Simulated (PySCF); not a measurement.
# C4H10AlAs: electronic excitations

What electronic excitations should C4H10AlAs (`C=C[CH2][Al]([CH3])[AsH2]`) show?

Programs: PySCF 2.14.0, with density-fitted response routines of our own. Each step states its level of theory. These are calculated values for one molecule in the gas phase, unless marked as measured. Atoms are numbered from 0 throughout.

## (1) The molecule as given

16 atoms, charge 0, multiplicity 1; geometry from: GFN2-xTB.

Bonds of the start (Å): C0–C1 1.33, C1–C2 1.48, C2–Al3 2.04, Al3–C4 2.00, Al3–As5 2.42, C0–H6 1.08, C0–H7 1.08, C1–H8 1.09, C2–H9 1.09, C2–H10 1.10, C4–H11 1.10, C4–H12 1.10, C4–H13 1.10, As5–H14 1.51, As5–H15 1.52.

## (2) Ultraviolet spectrum: CAM-B3LYP/def2-SVPD

Job settings and geometry (Å):

```
{"job": {"kind": "uv", "xc": "CAM-B3LYP", "basis": "def2-SVPD", "nstates": 8, "ntriplets": 3}, "charge": 0, "multiplicity": 1}
C      2.461239     0.935780    -0.035054
C      1.906295    -0.197357     0.390469
C      0.972739    -1.023997    -0.403908
Al    -0.808305    -0.049010    -0.234550
C     -2.457643    -1.171378    -0.283945
As    -0.663841     2.339289     0.100402
H      3.124586     1.515695     0.584882
H      2.333699     1.271037    -1.054961
H      2.083232    -0.521873     1.411134
H      0.967193    -2.063704    -0.064842
H      1.267364    -1.020023    -1.461286
H     -3.361089    -0.585251    -0.495607
H     -2.393978    -1.945512    -1.058288
H     -2.648703    -1.703588     0.656169
H     -0.612492     1.940493     1.560840
H     -2.177895     2.288342     0.179584
```

Method: TDDFT CAM-B3LYP/def2-SVPD, vertical, gas phase, core orbitals frozen in the response.

Run with:

```
> OMP_NUM_THREADS=1 python probes_run.py task.json out
```

One launch serves the whole session: the jobs run in the order shown.

What will the session give for the following? lowest singlet (CAM-B3LYP/def2-SVPD); brightest single state of those computed; lowest triplet. Wanted: lowest singlet; brightest single state of those computed; lowest triplet.

**Answer**, as computed:

| quantity | value |
| --- | --- |
| lowest singlet (CAM-B3LYP/def2-SVPD) | 4.44 eV (279 nm), f = 0.012 |
| brightest single state of those computed | state 7, 6.46 eV, f = 0.182 |
| lowest triplet | 3.81 eV |

What this shows: The first singlet state (HOMO→LUMO 0.91) lies at 4.44 eV and is weak; of the 8 states computed, the strongest absorption comes from state 7 at 6.46 eV. The lowest triplet lies 0.63 eV below the lowest singlet (triplets in Tamm-Dancoff, singlets in full TDDFT).
